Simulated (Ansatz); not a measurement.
# Re2Br: the cost of one run

Method: DFT PBE, scalar-relativistic, plane waves, PAW, in Ansatz 0.2.0.

## 1. The starting structure

The structure is cubic, space group Fm-3m (No. 225). Conventional cell: a = 6.114 Å, b = 6.114 Å, c = 6.114 Å, α = 90.00°, β = 90.00°, γ = 90.00°. Re (site symmetry -43m) has 4 Br at 2.65 Å as nearest neighbours. Br (site symmetry m-3m) has 8 Re at 2.65 Å as nearest neighbours.

Structure file:

```cif
data_structure
_symmetry_space_group_name_H-M 'Fm-3m'
_symmetry_Int_Tables_number 225
_cell_length_a 6.1140
_cell_length_b 6.1140
_cell_length_c 6.1140
_cell_angle_alpha 90.000
_cell_angle_beta 90.000
_cell_angle_gamma 90.000
_cell_volume 228.55
loop_
_atom_site_label
_atom_site_type_symbol
_atom_site_symmetry_multiplicity
_atom_site_Wyckoff_symbol
_atom_site_fract_x
_atom_site_fract_y
_atom_site_fract_z
_atom_site_occupancy
Re1 Re 8 c 0.25000 0.75000 0.75000 1
Br1 Br 4 a 0.00000 0.00000 0.00000 1
```

This is candidate A: anti-fluorite type (Fm-3m, No. 225).

(A quick probe on a coarse mesh, which set the mesh and smearing, is not shown.)

## 3. A loose first relaxation (candidate A)

The input, input.yaml:

```yaml
crystal:
  lattice:
    - [0.0, 3.0570127266, 3.0570127266]
    - [3.0570127266, 0.0, 3.0570127266]
    - [3.0570127266, 3.0570127266, 0.0]
  atoms:
    - { symbol: Re, position: [0.25, 0.25, 0.25] }
    - { symbol: Re, position: [0.75, 0.75, 0.75] }
    - { symbol: Br, position: [0.0, 0.0, 0.0] }
basis:
  ecutwfc: 420
kpoints:
  mp_grid: { grid: [6, 6, 6] }
hamiltonian:
  xc: pbe
scf:
  occupations: { method: gaussian, width: 0.1 }
  lower_state_search: "off"
output:
  forces: true
  stress: true
  eigenvalues: true
relax:
  adjacent_minimum: "off"
  f_tol: 0.04
  max_steps: 70
  cell: { stress_tol: 0.4 }
```

Started as:

```bash
$ ansatz run input.yaml --threads 1 --pin off --max-ram 2560MiB --backend cpu --events-out ev --progress --plain --runs-dir out
```

Q: Estimate wall time and peak memory on 1 thread of AMD EPYC 7R43 (Zen 3), shared host.

About 12 s, with a peak of 0.36 GiB.
